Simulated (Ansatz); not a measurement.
**BeGaH₃ (triplet): the correlation ladder, cc-pVDZ**

Aim: climb from Hartree-Fock through coupled cluster for BeGaH₃ (triplet) at one geometry and basis, and see what each rung misses.

Program: Ansatz 0.2.0, Gaussian basis. Level of theory: cc-pVDZ, core rule «outside noble gas», up to 15 orbitals frozen. These are calculated values, not measurements.

The runs, in order: UHF; CCSD(T) on ROHF; CCSD(T) on UHF; BCCD(T) on ROHF; CISD; CCSDT(Q) on ROHF; CCSDT(Q) on UHF.

28 further runs of the same task are left out: 8 for a known fault of the program, 13 that didn't finish, 7 set aside as unsound or not needed.

## (1) What is computed

The geometry is a PBE0/def2-TZVP stationary point (not a proven minimum) of the parent state, kept for this charge and spin. No spin-orbit coupling is included. The filled d shell of Ga may be among the frozen orbitals whatever the setting's name suggests; the logs give the count.

5 atoms, charge 0, spin multiplicity 3.

Atoms are counted from 1 here; the program's logs count them from 0.

Bond lengths: Ga1–H3 1.583 Å, Ga1–H4 1.583 Å, Be2–H5 1.343 Å. Angles: H3–Ga1–H4 112.9°.

Geometry (Å):

```xyz
5
charge 0, multiplicity 3
Ga    0.0000    0.0000    0.2735
Be    0.0000    0.0000   -1.9989
H     0.0000    1.3194    1.1482
H     0.0000   -1.3194    1.1482
H     0.0000    0.0000   -3.3424
```

## (2) UHF

File in.yaml:

```yaml
crystal:
  periodic: [false, false, false]
  atoms:
    - {symbol: Ga, position_ang: [0.000000, 0.000000, 0.273494]}
    - {symbol: Be, position_ang: [0.000000, 0.000000, -1.998913]}
    - {symbol: H, position_ang: [0.000000, 1.319353, 1.148196]}
    - {symbol: H, position_ang: [0.000000, -1.319353, 1.148196]}
    - {symbol: H, position_ang: [0.000000, 0.000000, -3.342377]}
basis:
  gaussian: {orbitals: cc-pVDZ}
magnetization: {spin_polarized: true, initial_magnetization: 2}
hamiltonian: {xc: hf}
output: {orbitals: {seedname: orbitals}}
```

On the command line:

```bash
$ ansatz run in.yaml --threads 1 --pin off --events-out ev --progress --plain --max-ram 2393MiB
```

The runs that follow: CCSD(T) on ROHF; CCSD(T) on UHF; BCCD(T) on ROHF; CISD; CCSDT(Q) on ROHF; CCSDT(Q) on UHF.

**Question.** What will the summary of the whole plan be? Wanted: UCCSDT(Q) below the RHF energy; RMP2 from UCCSDT(Q); UMP2 from UCCSDT(Q); RCCSD from UCCSDT(Q); RCCSD(T) from UCCSDT(Q); UCCSD(T) from UCCSDT(Q); RCCSDT(Q) from UCCSDT(Q); T1 diagnostic.

As calculated:

| quantity | value |
| --- | --- |
| UCCSDT(Q) below the RHF energy | -3.5580 eV |
| RMP2 from UCCSDT(Q) | +984.5 meV |
| UMP2 from UCCSDT(Q) | +972.6 meV |
| RCCSD from UCCSDT(Q) | +111.1 meV |
| RCCSD(T) from UCCSDT(Q) | +37.6 meV |
| UCCSD(T) from UCCSDT(Q) | +31.4 meV |
| RCCSDT(Q) from UCCSDT(Q) | +6.4 meV |
| levels within 1 kcal/mol (43 meV) | RCCSD(T), UCCSD(T), BCCD(T), RCCSDT, UCCSDT, RCCSDT(Q) |
| T1 diagnostic | 0.026 |

What this shows: RCCSD(T) lands +37.6 meV from the yardstick (1.1 % of the correlation energy). These misses are within one basis, not against nature; the frozen cores of restricted and unrestricted runs differ, which can shift their rows.
